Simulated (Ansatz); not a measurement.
# CuCH₃ (singlet): from Hartree-Fock to the top rungs at distance Cu1–C2 = 2.373 Å, def2-SVP

The task here is to estimate one member of a computed series from the others.

Program: Ansatz 0.2.0, Gaussian basis. Level of theory: def2-SVP, core rule «outside noble gas», up to 10 orbitals frozen. These are calculated values, not measurements.

To be run: UHF; CCSD(T) on RHF; CCSD(T) on UHF; CISD; CCSDT(Q) on RHF; CASSCF and NEVPT2, 2 electrons in 2 orbitals; CASSCF and NEVPT2, 8 electrons in 8 orbitals.

17 further runs of the same task are left out: 17 that didn't finish.

## What is computed

The geometry derives from a PBE0/def2-TZVP stationary point (not a proven minimum). One bond is set to the value named and the two fragments are kept rigid.

5 atoms, charge 0, spin multiplicity 1.

Atoms are counted from 1 here; the program's logs count them from 0.

Bond lengths: Cu1–C2 2.373 Å, C2–H3 1.091 Å, C2–H4 1.091 Å, C2–H5 1.091 Å. Angles: Cu1–C2–H3 108.7°, Cu1–C2–H4 108.7°, Cu1–C2–H5 108.7°, H3–C2–H4 110.2°, H3–C2–H5 110.2°, H4–C2–H5 110.2°.

Set-up of the first run:

in.yaml reads:

```yaml
crystal:
  periodic: [false, false, false]
  atoms:
    - {symbol: Cu, position_ang: [-0.467483, 0.003607, 0.002870]}
    - {symbol: C, position_ang: [1.905402, -0.014702, -0.011699]}
    - {symbol: H, position_ang: [2.247960, -1.050846, -0.008710]}
    - {symbol: H, position_ang: [2.265403, 0.503724, 0.878572]}
    - {symbol: H, position_ang: [2.254344, 0.494903, -0.911417]}
basis:
  gaussian: {orbitals: def2-SVP}
magnetization: {spin_polarized: true, initial_magnetization: 0}
hamiltonian: {xc: hf}
output: {orbitals: {seedname: orbitals}}
```

Launch:

```sh
> ansatz run in.yaml --threads 1 --pin off --events-out ev --progress --plain --max-ram 2393MiB
```

Steps of the session up to this table: UHF; CCSD(T) on RHF; CCSD(T) on UHF; CISD; CCSDT(Q) on RHF; CASSCF and NEVPT2, 2 electrons in 2 orbitals; CASSCF and NEVPT2, 8 electrons in 8 orbitals.

One table of the session follows, with a row left open; its other results are not shown here.

It belongs to the step «Misses and costs». 

```
     method  from RCCSDT(Q) (kJ/mol)
        RHF                  +1210.6
        UHF                  +1204.2
       RMP2                     +8.8
       CISD                   +159.5
      RCCSD                    +45.4
   RCCSD(T)                     -3.1
     RCCSDT                     -3.6
  RCCSDT(Q)                        0
CASSCF pair                  +1145.6
NEVPT2 pair                        ?
```

Estimate the missing values for NEVPT2 pair.

**Answer.** from RCCSDT(Q) (kJ/mol): +2.2. In the column «from RCCSDT(Q) (kJ/mol)» it lies between RCCSDT(Q) (0) and RMP2 (+8.8).

Not comparable, so not listed: CCSD(T) on UHF (they don't share determinant, frozen orbitals or solution with the rows shown, or repeat one).

Limits of these values: Left out of the table: CASSCF frontier, NEVPT2 frontier (the active space lost an orbital or holds another state than full CI finds). Warnings: restricted reference is unstable; spin contamination; large T1 diagnostic. Warnings in the runs' records: passed over end.
